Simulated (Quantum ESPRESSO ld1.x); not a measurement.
# Cs⁺ in [Xe]: an all-electron calculation

What are the levels of the caesium ion Cs+, how large are its shells, and how does its energy divide?

Method: scalar-relativistic Kohn-Sham, exchange-only B88, spin-unpolarised, spherical densities, point nucleus. Code: Quantum ESPRESSO ld1.x 7.5.

**1. What is computed**

```
element       : caesium (Z = 55)
charge        : +1
electrons     : 54
configuration : [Xe]
```

Outer shells as boxes (Hund's rule):

Cs⁺
```
[Kr] core
4d [↑↓][↑↓][↑↓][↑↓][↑↓]
5s [↑↓]
5p [↑↓][↑↓][↑↓]
```

**2. The run**

ld1.in

```fortran
 &input
    zed=55.0,
    iswitch=1,
    rel=1,
    dft='SLA-NOC-B88-NOGC',
    config='[Xe] 6s0 4f0 5d0 6p0',
    verbosity='high',
    prefix='ld1',
    max_out_wfc=37,
    file_charge='ld1.rho',
 /
```

What does the calculation give?

**Answer**, as computed:

| quantity | value |
| --- | --- |
| total energy | -7784.712 hartree |
| exchange-correlation share of it | 2.44 % |
| −T/E | 1.0540 |
| highest occupied level | 5p, -17.591 eV |
| most extended occupied level | 5p, <r> = 2.08 bohr |
| radius at density 0.001 e/bohr³ | 4.06 bohr |
| maxima of the radial density | 4 |
| ionisation energy, NIST | 23.157 (exp.) eV |

**Reading.** 5 principal shells are occupied and 4 maxima appear in the radial density; where shells overlap, one shows as a shoulder or not at all. Relativity lifts −T/E to 1.054. The top level binds by 17.591 eV, 76 % of the NIST ionisation energy of 23.157 eV; the potential of a semilocal functional falls off too fast, so its top eigenvalue is too shallow. 
